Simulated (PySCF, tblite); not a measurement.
**C₆H₁₀FGaO: geometry, infrared bands and NMR shifts**

Aim: predict the infrared bands and NMR shifts of C₆H₁₀FGaO (`C=C(CC)O/C(F)=[CH]\[GaH2]`).

Programs: tblite 0.8.0 and PySCF 2.14.0, with density-fitted response routines of our own. Each step states its level of theory. These are calculated values for one molecule in the gas phase, unless marked as measured. Atoms count from 0, in the outputs and in this text.

## Step 1: The starting structure

19 atoms, charge 0, multiplicity 1; geometry from: force field or distance geometry start.

Bonds of the start (Å): C0–C1 1.34, C1–C2 1.46, C2–C3 1.52, C1–O4 1.40, O4–C5 1.39, C5–F6 1.36, C5–C7 1.34, C7–Ga8 1.85, C0–H9 1.08, C0–H10 1.07, C2–H11 1.12, C2–H12 1.12, C3–H13 1.09, C3–H14 1.12, C3–H15 1.13, C7–H16 1.08, Ga8–H17 1.66, Ga8–H18 1.67.

## Step 2: Relaxing the molecule with GFN2-xTB

Job settings and geometry (Å):

```
{"job": {"kind": "relax", "xc": "GFN2-xTB", "basis": "xTB"}, "charge": 0, "multiplicity": 1}
C     -0.860300    -1.588400     0.497700
C     -0.835600    -0.502700    -0.280500
C     -1.825500     0.568600    -0.232700
C     -1.254000     1.934200     0.107800
O      0.222400    -0.359800    -1.179800
C      1.267100    -1.265900    -1.018300
F      1.318500    -2.444600    -1.699600
C      2.289400    -1.034300    -0.183500
Ga     2.244000     0.563900     0.749600
H     -1.632800    -1.789200     1.228600
H     -0.076600    -2.302500     0.373500
H     -2.625000     0.368000     0.527200
H     -2.392800     0.676200    -1.191700
H     -0.506800     2.187700    -0.648800
H     -2.061700     2.699000     0.209600
H     -0.823900     1.811300     1.147100
H      3.094900    -1.744300    -0.056300
H      1.883600     2.184700     0.731100
H      2.565400     0.047300     2.299700
```

Run with:

```bash
$ OMP_NUM_THREADS=1 python probes_run.py task.json out
```

The driver reads the jobs from task.json and runs them one after another.

**Question.** This job is followed by: GFN2-xTB harmonic vibrations, gas phase; GIAO PBE0/pcSseg-1 NMR shielding, non-relativistic, gas phase. Predict these results of the whole session: strongest single infrared mode (GFN2-xTB); zero-point energy (GFN2-xTB); ¹³C shifts against TMS (PBE0/pcSseg-1); ¹H shifts against TMS (PBE0/pcSseg-1, means over atoms taken as alike); ¹⁷O shifts against H2O (PBE0/pcSseg-1); ¹⁹F shifts against CFCl3 (PBE0/pcSseg-1); shieldings of Ga (PBE0/pcSseg-1); surface potential, 1st and 99th percentile.

As calculated:

```
                                                              quantity                                      value
                             strongest single infrared mode (GFN2-xTB)                      1699 cm⁻¹, 643 km/mol
                                          zero-point energy (GFN2-xTB)                              85.4 kcal/mol
                                ¹³C shifts against TMS (PBE0/pcSseg-1)  166.1, 158.8, 100.0, 96.3, 34.0, 17.7 ppm
¹H shifts against TMS (PBE0/pcSseg-1, means over atoms taken as alike)     5.60, 5.58, 4.92, 4.74, 2.27, 1.42 ppm
                                ¹⁷O shifts against H2O (PBE0/pcSseg-1)                                  176.5 ppm
                              ¹⁹F shifts against CFCl3 (PBE0/pcSseg-1)                                  -60.8 ppm
                                      shieldings of Ga (PBE0/pcSseg-1)                             Ga8 1381.5 ppm
                                 surface potential, 1st and 99th percentile                         -0.61 V and 1.64 V
```

**Reading.** The optimisation took 153 steps and gained 1.356 eV; among the close pairs (by a distance rule), O4–Ga8 changed most, from 2.943 to 2.205 Å. No mode is imaginary among the 51: a minimum at this level. The strongest single mode, at 1699 cm⁻¹, moves mainly H18 and H17. GFN2-xTB is a fitted tight-binding method: band positions and strengths are rough. Its intensities can rank the bands wrongly. By nearest atom (PBE0/pcSseg-1), the HOMO sits on C7 28 %; C5 18 % and the LUMO on Ga8 33 %; H17, H18 about 13 % each. Spin-orbit coupling is left out, which matters for shieldings and couplings at and beside the heavy atoms.
